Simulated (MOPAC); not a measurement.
**PM6-D3 run of ZrH2IO2F (SMILES [OH][Zr]([OH])([F])[I])**

We compute a structure relaxation of ZrH2IO2F. 

The calculation is run with MOPAC 23.2.5.

7 further runs of the same task are left out: 7 set aside as unsound or not needed.

### 1 The structure to begin with

ZrH2IO2F has 7 atoms, charge 0, and is taken as a singlet. SMILES: `[OH][Zr]([OH])([F])[I]`. All atoms were displaced at random from a relaxed shape. The run starts from this shape.

Bond lengths: O1–Zr2 1.924 Å, Zr2–O3 1.895 Å, Zr2–F4 1.883 Å, Zr2–I5 2.745 Å, O1–H6 0.938 Å, O3–H7 0.965 Å. Angles: O1–Zr2–O3 109.7°, O1–Zr2–F4 109.7°, O1–Zr2–I5 108.5°, O3–Zr2–F4 108.7°, O3–Zr2–I5 109.6°, F4–Zr2–I5 110.5°, Zr2–O1–H6 172.3°, Zr2–O3–H7 171.1°.

### 2 A structure relaxation at PM6-D3

File job.mop:

```
PM6-D3 CYCLES=300 GNORM=0.01 DISP GRADIENTS BONDS THREADS=1 AUX(PRECISION=6)
optimise of FH2IO2Zr

O      0.258190     1.150606     1.231325
Zr    -0.034673    -0.422570     0.162973
O      0.457464    -0.076653    -1.633573
F      1.019645    -1.839236     0.816783
I     -2.698949    -1.073928     0.280603
H      0.410983     1.979215     1.642484
H      0.687188     0.243537    -2.514452
```

Run with:

```bash
mopac job.mop
```

What values should one expect? Wanted: total energy at the end; dipole moment; HOMO energy; LUMO energy; HOMO–LUMO gap; dispersion energy; heat of formation.

**Answer.** As computed:

Level: PM6-D3.

| quantity | value |
| --- | --- |
| total energy at the end | -51.33863 Eh |
| dipole moment | 5.57 D |
| HOMO energy | -8.72 eV |
| LUMO energy | -0.72 eV |
| HOMO–LUMO gap | 8.00 eV |
| dispersion energy | -5.06 kJ/mol |
| heat of formation | -312.0 kcal/mol |

What this shows: At the final geometry: Bond lengths: O1–Zr2 1.917 Å, Zr2–O3 1.917 Å, Zr2–F4 1.947 Å, Zr2–I5 2.869 Å, O1–H6 0.903 Å, O3–H7 0.903 Å. Angles: O1–Zr2–O3 113.4°, O1–Zr2–F4 109.3°, O1–Zr2–I5 108.3°, O3–Zr2–F4 109.3°, O3–Zr2–I5 108.3°, F4–Zr2–I5 108.0°, Zr2–O1–H6 178.9°, Zr2–O3–H7 178.9°. The optimisation took 50 steps and changed the energy by -0.216 eV.
